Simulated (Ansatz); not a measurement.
# C₂H₆FSb: up Jacob's ladder to CCSD(T)

An exercise on one series of results from a longer session: the logs are not shown, and one member is left open.

The runs use Ansatz 0.2.0, Gaussian basis; functionals in def2-TZVPP, the program's frozen cores in correlated methods.

Levels to be run: LDA (SPW92), PBE-D4, revPBE-D4, BLYP-D4, r2SCAN-D4, B97M-V, PBE0-D4, B3LYP-D4, r2SCANh-D4, r2SCAN0-D4, HSE06-D4, BHLYP-D4, CAM-B3LYP-D4, LC-ωPBE, ωB97X-V, ωB97M-V, B2PLYP, PBE-QIDH; CCSD(T)/def2-SVP; CCSD(T)/def2-TZVPP; MP2/def2-QZVPP; extrapolation to the limit; RPA on PBE.

**The relaxed structure**

All runs share one geometry, relaxed beforehand with PBE0-D4 in a triple-zeta def2 set. Sb takes the def2 core potential; no spin-orbit term is included.

SMILES `C[CH2][SbH][F]`, 10 atoms, charge 0, spin multiplicity 1.

Atoms are counted from 1 here; the program's logs count them from 0.

Bond lengths: C1–C2 1.520 Å, C1–H5 1.093 Å, C1–H6 1.094 Å, C1–H7 1.093 Å, C2–Sb3 2.155 Å, C2–H8 1.092 Å, C2–H9 1.092 Å, Sb3–F4 1.927 Å, Sb3–H10 1.721 Å. Angles: C2–C1–H5 111.1°, C2–C1–H6 112.1°, C2–C1–H7 111.6°, H5–C1–H6 106.9°, H5–C1–H7 107.3°, H6–C1–H7 107.6°, C1–C2–Sb3 112.2°, C1–C2–H8 112.0°, C1–C2–H9 111.4°, Sb3–C2–H8 106.0°, Sb3–C2–H9 107.2°, H8–C2–H9 107.8°, C2–Sb3–F4 94.6°, C2–Sb3–H10 92.0°, F4–Sb3–H10 94.0°.

The first run:

The input, in.yaml:

```yaml
crystal:
  periodic: [false, false, false]
  atoms:
    - {symbol: C, position_ang: [0.237751, 1.272812, -0.280650]}
    - {symbol: C, position_ang: [-0.581395, 0.062905, 0.140063]}
    - {symbol: Sb, position_ang: [0.223814, -1.776023, -0.643507]}
    - {symbol: F, position_ang: [-0.612836, -2.890090, 0.687607]}
    - {symbol: H, position_ang: [-0.200338, 2.197776, 0.104246]}
    - {symbol: H, position_ang: [0.291840, 1.375520, -1.368603]}
    - {symbol: H, position_ang: [1.262131, 1.215771, 0.096634]}
    - {symbol: H, position_ang: [-0.605783, -0.058207, 1.224698]}
    - {symbol: H, position_ang: [-1.612846, 0.138854, -0.210979]}
    - {symbol: H, position_ang: [1.680861, -1.590418, 0.253192]}
basis:
  gaussian: {orbitals: def2-TZVPP}
hamiltonian: {xc: lda}
output: {orbitals: {seedname: orbitals}}
```

Among the steps run: LDA; PBE-D4 (GGA); revPBE-D4 (GGA); BLYP-D4 (GGA); r2SCAN-D4 (meta-GGA); B97M-V (meta-GGA); PBE0-D4 (hybrid); B3LYP-D4 (hybrid); r2SCANh-D4 (hybrid); r2SCAN0-D4 (hybrid); HSE06-D4 (hybrid); BHLYP-D4 (hybrid); CAM-B3LYP-D4 (range-separated); LC-ωPBE-D4 (range-separated; the results give it without D4); ωB97X-V (range-separated); ωB97M-V (range-separated); B2PLYP (double hybrid); PBE-QIDH (double hybrid).

One table of the session follows, with a row left open; its other results are not shown here.

It belongs to the step «Frontier levels by functional». 

| functional | HOMO (eV) | gap (eV) |
| --- | --- | --- |
| LDA (SPW92) | -6.25 | 3.93 |
| PBE-D4 | -6.10 | 4.05 |
| revPBE-D4 | -6.04 | 4.11 |
| BLYP-D4 | ? | ? |
| r2SCAN-D4 | -6.36 | 4.54 |
| B97M-V | -6.35 | 4.45 |
| PBE0-D4 | -7.20 | 5.95 |
| B3LYP-D4 | -7.03 | 5.54 |
| r2SCANh-D4 | -6.76 | 5.23 |
| r2SCAN0-D4 | -7.37 | 6.26 |
| HSE06-D4 | -6.81 | 5.19 |
| BHLYP-D4 | -8.19 | 7.74 |
| CAM-B3LYP-D4 | -8.47 | 8.17 |
| LC-ωPBE | -9.70 | 10.59 |
| ωB97X-V | -9.40 | 10.14 |
| ωB97M-V | -9.30 | 9.82 |

Estimate the missing values for BLYP-D4.

Worked estimate for «HOMO (eV)». Against the share of exact exchange, B3LYP-D4 (0.2, -7.03), BHLYP-D4 (0.5, -8.19) give a slope of -3.87 per unit share; at 0 the line stands at -6.26.

The run gave: HOMO (eV): -5.99; gap (eV): 4.02. In «HOMO (eV)» the line misses by -0.27.
